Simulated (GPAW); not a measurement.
Here is a GPAW 26.7.0 calculation.

File run.py:

```python
from ase import Atoms
from ase.dft.bandgap import bandgap
from ase.io import write
from gpaw import GPAW, PW

atoms = Atoms(['Mo', 'Mo', 'S', 'S', 'S', 'S'],
              cell=[[3.161, 0.0, 0.0],
                    [-1.5805, 2.7375063014, 0.0],
                    [0.0, 0.0, 12.295]],
              scaled_positions=[[0.3333333333, 0.6666666667, 0.25],
                                [0.6666666667, 0.3333333333, 0.75],
                                [0.3333333333, 0.6666666667, 0.6275],
                                [0.6666666667, 0.3333333333, 0.1275],
                                [0.3333333333, 0.6666666667, 0.8725],
                                [0.6666666667, 0.3333333333, 0.3725]],
              pbc=True)

calc = GPAW(mode=PW(600),
            xc='GLLBSC',
            kpts={'size': (6, 6, 2), 'gamma': True},
            occupations={'name': 'fermi-dirac', 'width': 0.05},
            nbands=46,
            convergence={'density': 1e-05, 'energy': 1e-05},
            maxiter=150,
            txt='gpaw.txt')
atoms.calc = calc
energy = atoms.get_potential_energy()
calc.write('gs.gpw')
write('result.traj', atoms)
print('Fermi level:', round(calc.get_fermi_level(), 4), 'eV')
print(f'Gap: {bandgap(calc)[0]:.4f} eV, direct: {bandgap(calc, direct=True)[0]:.4f} eV')
```

Potentials or basis: the program's PAW data sets (release 1.2.1) made for this functional, pw.

Run with:

```sh
$ OMP_NUM_THREADS=1 python run.py
```

Question: What does it give for the band gap on the k mesh, Kohn-Sham part alone?

Answer: 0.79 eV, indirect (least direct gap 1.56 eV).

Caveat: a model potential gives levels but no total energy.

The gap isn't set beside the measured one, since the derivative discontinuity is missing.
